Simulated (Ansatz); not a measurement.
**SnH3Cl (built from SMILES [Cl][SnH3]): functionals against CCSD(T) at one geometry**

One table from this session's results is given with a row withheld; the runs are named, their logs left out.

The runs use Ansatz 0.2.0, Gaussian basis; single points in def2-TZVPP.

Correlated methods freeze the cores. Filled d shells of the heavier atoms are correlated. Core potentials replace the inner electrons past krypton, and spin-orbit coupling is left out.

### The starting structure

5 atoms, charge 0, spin multiplicity 1.

Atoms are counted from 1 here; the program's logs count them from 0.

Bond lengths: Sn1–Cl2 2.666 Å, Sn1–H3 2.104 Å, Sn1–H4 1.979 Å, Sn1–H5 1.876 Å. Angles: Cl2–Sn1–H3 44.5°, Cl2–Sn1–H4 91.9°, Cl2–Sn1–H5 88.4°, H3–Sn1–H4 118.4°, H3–Sn1–H5 121.8°, H4–Sn1–H5 88.5°.

Coordinates:

```xyz
5
charge 0, multiplicity 1
Sn   -0.5926   -0.4660    0.4187
Cl    1.0928    0.3686   -1.4704
H    -0.1611   -1.0278   -1.5624
H    -1.2275    1.3776    0.7573
H     0.7638   -0.1790    1.6818
```

The first run:

run/in.yaml reads:

```yaml
crystal:
  periodic: [false, false, false]
  atoms:
    - {symbol: Sn, position_ang: [-0.592600, -0.466000, 0.418700]}
    - {symbol: Cl, position_ang: [1.092800, 0.368600, -1.470400]}
    - {symbol: H, position_ang: [-0.161100, -1.027800, -1.562400]}
    - {symbol: H, position_ang: [-1.227500, 1.377600, 0.757300]}
    - {symbol: H, position_ang: [0.763800, -0.179000, 1.681800]}
basis:
  gaussian: {orbitals: def2-TZVPP}
correlation: {method: ccsd_t}
output: {forces: true}
```

No record of the launch command was kept for these runs.

Steps of the session up to this table: CCSD(T)/def2-TZVPP; PBE0-D4/def2-TZVPP; wB97M-V/def2-TZVPP; r2SCAN-D4/def2-TZVPP; PBE-D4/def2-TZVPP; BLYP-D4/def2-TZVPP; B97M-V/def2-TZVPP.

One of the session's tables, all rows but one given; the rest of the session is left out.

```
   method  RMS force component (eV/Å)  angle to CCSD(T) forces (°)  dipole (D)
  CCSD(T)                       1.108                    reference        2.50
  PBE0-D4                       1.085                          3.3        2.60
  wB97M-V                       1.177                          6.0        2.66
r2SCAN-D4                           ?                            ?           ?
   PBE-D4                       0.918                          4.5        2.39
  BLYP-D4                       0.843                         10.1        2.42
   B97M-V                       0.969                          3.4        2.81
```

**Question.** Estimate the row for r2SCAN-D4.

As computed: RMS force component (eV/Å): 1.044; angle to CCSD(T) forces (°): 2.3; dipole (D): 2.48. In the column «RMS force component (eV/Å)» it lies between B97M-V (0.969) and PBE0-D4 (1.085).
